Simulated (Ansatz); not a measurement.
Task: a formation energy from the elements of KSr3 and its elements, with Ansatz's Python interface. Give the script and its output. Level of theory (first run): PBEsol, PAW, cutoff 450 eV, 7×7×7 k-points, cold smearing of 0.05 eV.

`formation_ksr3.py`
```python
"""Formation energy of KSr3 from the elements, after relaxing cells and atoms."""

from collections import Counter
import logging
import sys
import warnings

import ansatz as az
import numpy as np

logging.basicConfig(stream=sys.stdout, format="%(name)s: %(message)s")
log = logging.getLogger("calc")
log.setLevel(logging.INFO)

PHASES = {
    "KSr3": (
        [[0.0, 4.89533, 4.89533], [4.89533, 0.0, 4.89533], [4.89533, 4.89533, 0.0]],
        [
            ("K", [0.0, 0.0, 0.0]),
            ("Sr", [0.25, 0.25, 0.25]),
            ("Sr", [0.75, 0.75, 0.75]),
            ("Sr", [0.5, 0.5, 0.5]),
        ],
    ),
    "K": (
        [[-2.6125, 2.6125, 2.6125], [2.6125, -2.6125, 2.6125], [2.6125, 2.6125, -2.6125]],
        [
            ("K", [0.0, 0.0, 0.0]),
        ],
    ),
    "Sr": (
        [[0.0, 3.04235, 3.04235], [3.04235, 0.0, 3.04235], [3.04235, 3.04235, 0.0]],
        [
            ("Sr", [0.0, 0.0, 0.0]),
        ],
    ),
}


def build(vectors, sites):
    crystal = az.Crystal(lattice=az.Lattice.of(vectors))
    for symbol, position in sites:
        crystal = crystal.atom(symbol, position)
    return crystal


def ground_state(name, crystal):
    calc = (
        crystal.calculation()
        .functional("pbesol")
        .basis(450)
        .kpoints(spacing=0.16)
        .occupations("cold", width=0.05)
        .stress()
    )
    calc = calc.relax(force_tolerance=0.03, cell=True)
    return calc.run(threads=1, pin="off")


def counts(outcome):
    return Counter(site.symbol for site in outcome.lattice.sites)

def formation_energy(outcome, mu):
    n = counts(outcome)
    return (outcome.report["energy_sigma0_ev"] - sum(k * mu[element] for element, k in n.items())) / sum(n.values())


def volume_per_atom(outcome):
    return abs(np.linalg.det(outcome.lattice.cell_ang)) / len(outcome.lattice.sites)

warnings.simplefilter("ignore", az.DeckWarning)

phases = {name: build(*cell) for name, cell in PHASES.items()}

done = {}
for name, crystal in phases.items():
    done[name] = ground_state(name, crystal)
    log.info(f"{name}: {done[name].report['energy_sigma0_ev']:.4f} eV, {len(done[name].lattice.sites)} atoms")

# chemical potentials of the elements at zero temperature
references = {"K": "K", "Sr": "Sr"}
mu = {element: done[name].report["energy_sigma0_ev"] / len(done[name].lattice.sites) for element, name in references.items()}

target = done["KSr3"]
heat = formation_energy(target, mu)
n = counts(target)
print("cell content:", dict(n), " volume", round(volume_per_atom(target), 3), "A^3/atom")
print("formation energy", round(heat, 4), "eV/atom,", round(heat * sum(n.values()), 4), "eV per cell")
print("bound against the elements" if heat < 0 else "unbound against the elements")
```

Output of `python formation_ksr3.py`:
```text
calc: KSr3: -11992.2297 eV, 4 atoms
calc: K: -1516.0298 eV, 1 atoms
calc: Sr: -3492.2136 eV, 1 atoms
cell content: {<Element.K: 'K'>: 1, <Element.SR: 'Sr'>: 3}  volume 55.727 A^3/atom
formation energy 0.1103 eV/atom, 0.441 eV per cell
unbound against the elements
```

Caveats:
- Absolute energies stand on the zero of these potentials, so only differences at equal settings mean something.
- The cells come from databases of deposited and of computed structures, and not all need be stable phases.
- The compound is the structure given, not necessarily its lowest; energies are at zero temperature, with no correction for gases. A semilocal functional's error on such energies is often 0.05 to 0.1 eV an atom, and 0.1 to 0.3 eV against gases such as O2 or F2.
- Finished in 14 s on 1 thread of AMD EPYC 9R45 96-Core Processor (Zen 5) (shared host), peak memory 0.58 GiB.
